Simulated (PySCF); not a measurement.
# C₆H₉Al: electronic excitations

Wanted: the electronic excitations of C₆H₉Al (`C#CCC/C=[CH]/[AlH2]`), by calculation.

The runs use PySCF 2.14.0, with density-fitted response routines of our own; the level of theory stands in each step. All values are computed, except where a source is named. Atoms are numbered from 0 throughout.

### 1 The molecule as given

16 atoms, charge 0, multiplicity 1; geometry from: GFN2-xTB.

Bonds of the start (Å): C0–C1 1.20, C1–C2 1.45, C2–C3 1.54, C3–C4 1.50, C4–C5 1.34, C5–Al6 1.97, C0–H7 1.05, C2–H8 1.09, C2–H9 1.09, C3–H10 1.09, C3–H11 1.09, C4–H12 1.09, C5–H13 1.09, Al6–H14 1.55, Al6–H15 1.55.

### 2 TDDFT and polarisability: CAM-B3LYP/def2-SVPD

Job settings and geometry (Å):

```
{"job": {"kind": "uv", "xc": "CAM-B3LYP", "basis": "def2-SVPD", "nstates": 8, "ntriplets": 3}, "charge": 0, "multiplicity": 1}
C     -3.961846     0.365568     0.219888
C     -2.789358     0.552911     0.367970
C     -1.363286     0.741703     0.531947
C     -0.571604    -0.383920    -0.155917
C      0.899364    -0.166786    -0.000399
C      1.780315    -1.005240     0.561406
Al     3.591202    -0.223592     0.552379
H     -4.993483     0.217383     0.102146
H     -1.077253     1.708038     0.105947
H     -1.124470     0.755864     1.599866
H     -0.860664    -1.347561     0.270559
H     -0.829209    -0.391824    -1.219873
H      1.259348     0.791969    -0.380036
H      1.398904    -1.955980     0.935878
H      3.721945     1.212898    -0.024882
H      4.912495    -0.862487     1.056678
```

Method: TDDFT CAM-B3LYP/def2-SVPD, vertical, gas phase, core orbitals frozen in the response.

The run is started by

```
$ OMP_NUM_THREADS=1 python probes_run.py task.json out
```

The driver reads the jobs from task.json and runs them one after another.

Log:

```text
coarse grid: 13720 points
cycle   1  E = -475.8647972606  dE =  7.204e-01  |g| = 3.866e-01  |ddm| = 1.036e+01
cycle   2  E = -475.8856221541  dE = -2.082e-02  |g| = 3.030e-01  |ddm| = 2.105e+00
cycle   3  E = -475.9087359954  dE = -2.311e-02  |g| = 7.640e-02  |ddm| = 6.901e-01
cycle   4  E = -475.9099479525  dE = -1.212e-03  |g| = 3.941e-02  |ddm| = 1.877e-01
cycle   5  E = -475.9103353818  dE = -3.874e-04  |g| = 9.428e-03  |ddm| = 1.226e-01
cycle   6  E = -475.9103561792  dE = -2.080e-05  |g| = 2.905e-03  |ddm| = 2.118e-02
cycle   7  E = -475.9103582908  dE = -2.112e-06  |g| = 8.142e-04  |ddm| = 6.915e-03
final grid: 127488 points
cycle   8  E = -475.9968254019  dE = -3.036e-05  |g| = 3.098e-03  |ddm| = 8.862e-02
cycle   9  E = -475.9968259220  dE = -5.202e-07  |g| = 2.861e-03  |ddm| = 1.275e-02
cycle  10  E = -475.9968280867  dE = -2.165e-06  |g| = 3.407e-04  |ddm| = 5.497e-03
cycle  11  E = -475.9968281096  dE = -2.290e-08  |g| = 1.849e-04  |ddm| = 9.798e-04
cycle  12  E = -475.9968281181  dE = -8.512e-09  |g| = 3.462e-05  |ddm| = 3.395e-04
cycle  13  E = -475.9968281185  dE = -3.243e-10  |g| = 1.037e-05  |ddm| = 8.980e-05
converged SCF energy = -475.9968281185

Static polarisability (au): isotropic 100.495, principal 72.525 83.251 145.710

Singlet excitations
state   eV       nm        f      main configurations
  1   5.2204    237.5   0.00089   H-2->L 0.44, H-3->L 0.38, H->L 0.11
  2   5.5496    223.4   0.00239   H-4->L 0.81, H-3->L 0.13
  3   5.8091    213.4   0.29645   H->L 0.56, H-2->L 0.34
  4   6.6478    186.5   0.00028   H-1->L+9 0.21, H-1->L+8 0.14, H-1->L 0.12
  5   6.8113    182.0   0.00606   H-2->L+2 0.31, H->L+2 0.15, H-4->L+2 0.13
  6   6.8932    179.9   0.00374   H-1->L 0.14, H->L+7 0.11, H-1->L+7 0.10
  7   6.9111    179.4   0.00272   H->L+9 0.09, H->L+7 0.08
  8   7.1517    173.4   0.00241   H-1->L 0.57

Triplet excitations (Tamm-Dancoff, eV): 4.1078 4.8037 5.0916
```

Run time: 2.5 min. Hardware: 1 thread of Intel Xeon at 2.50GHz, shared host; peak memory 0.97 GiB.

The orbitals next to the gap, with their largest atomic shares:

```csv
orbital,eV,atoms
HOMO−3,-9.67,"Al6 20 %, H15 19 %, C5 12 %"
HOMO−2,-9.30,"C5 29 %, C4 21 %, Al6 11 %"
HOMO−1,-9.24,"C0 41 %, C1 38 %, C2 9 %"
HOMO,-8.99,"C0 21 %, C5 20 %, C1 19 %"
LUMO,-0.55,"Al6 54 %, C4 13 %, C5 12 %"
LUMO+1,0.90,"Al6 66 %, C5 5 %, C4 4 %"
LUMO+2,1.24,"C5 27 %, Al6 24 %, C4 18 %"
```

With each of the 8 states as a Gaussian band of 0.4 eV half-width at 1/e, the curve within the window shown has maxima at 213 nm (ε 12,000), 180 nm (ε 580) L/(mol cm). Beyond the last state computed it falls off for lack of states. The curve at chosen wavelengths:

```csv
nm,ε (L/mol/cm)
166,114
170,261
174,439
178,560
182,571
186,560
190,806
194,1719
198,3629
202,6437
206,9420
210,11534
214,12028
219,10379
223,8012
227,5542
231,3481
235,2011
239,1083
243,551
247,269
251,128
255,61
259,29
263,14
267,7
```

Ground-state properties from the same run:

```csv
property,computed
dipole moment (D),0.57
polarisability (Å³),14.89
HOMO–LUMO gap (eV),8.45
−ε(HOMO) (eV),8.99
```

### 3 What came out

| quantity | value |
| --- | --- |
| lowest singlet (CAM-B3LYP/def2-SVPD) | 5.22 eV (237 nm), f = 0.001 |
| brightest single state of those computed | state 3, 5.81 eV, f = 0.296 |
| lowest triplet | 4.11 eV |

The first singlet state (HOMO−2→LUMO 0.44, HOMO−3→LUMO 0.38) lies at 5.22 eV and is dark; of the 8 states computed, the strongest absorption comes from state 3 at 5.81 eV. The lowest triplet lies 1.11 eV below the lowest singlet (triplets in Tamm-Dancoff, singlets in full TDDFT).
